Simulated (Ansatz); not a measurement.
A run of Ansatz 0.2.0:

The input input.yaml:

```yaml
crystal:
  lattice:
    - [2.77085, 0.0, 0.0]
    - [-1.38543, 2.39963, 0.0]
    - [0.0, 0.0, 22.01961]
  atoms:
    - { symbol: Ni, position: [0.33333, 0.66667, 0.85081], spin: 1.0 }
    - { symbol: Ni, position: [0.66667, 0.33333, 0.14919], spin: 1.0 }
    - { symbol: Mo, position: [0.66667, 0.33333, 0.76059], spin: 1.0 }
    - { symbol: Mo, position: [0.33333, 0.66667, 0.23941], spin: 1.0 }
    - { symbol: Pd, position: [0.33333, 0.66667, 0.05329] }
    - { symbol: Pd, position: [0.66667, 0.33333, 0.94671] }
    - { symbol: Ir, position: [0.33333, 0.66667, 0.65827], spin: 0.6 }
    - { symbol: Ir, position: [0.66667, 0.33333, 0.34173], spin: 0.6 }
    - { symbol: W, position: [0.33333, 0.66667, 0.44418] }
    - { symbol: W, position: [0.66667, 0.33333, 0.55582] }
hamiltonian:
  xc: pbe
  pseudopotentials: { kind: nc, accuracy: standard }
magnetization:
  spin_polarized: true
kpoints:
  mp_grid: { grid: [11, 11, 2] }
scf:
  occupations: { method: fermi_dirac, width: 0.05 }
output:
  forces: true
  stress: true
  eigenvalues: true
```

Potentials or basis: PseudoDojo standard (PBE files).

Command:

```bash
$ ansatz run input.yaml --threads 8 --pin off --max-ram 20480MiB --backend cpu --events-out ev --progress --plain --runs-dir out
```

Hardware: 8 threads of Arm Neoverse V2, with other jobs on the host.

How long does it take, and how much memory?

Wall time 95 s on 8 threads of Arm Neoverse V2 (shared host), peak memory 4.8 GiB. Counts: scf iterations 28, plane waves 16217, k points 32, bands 101.
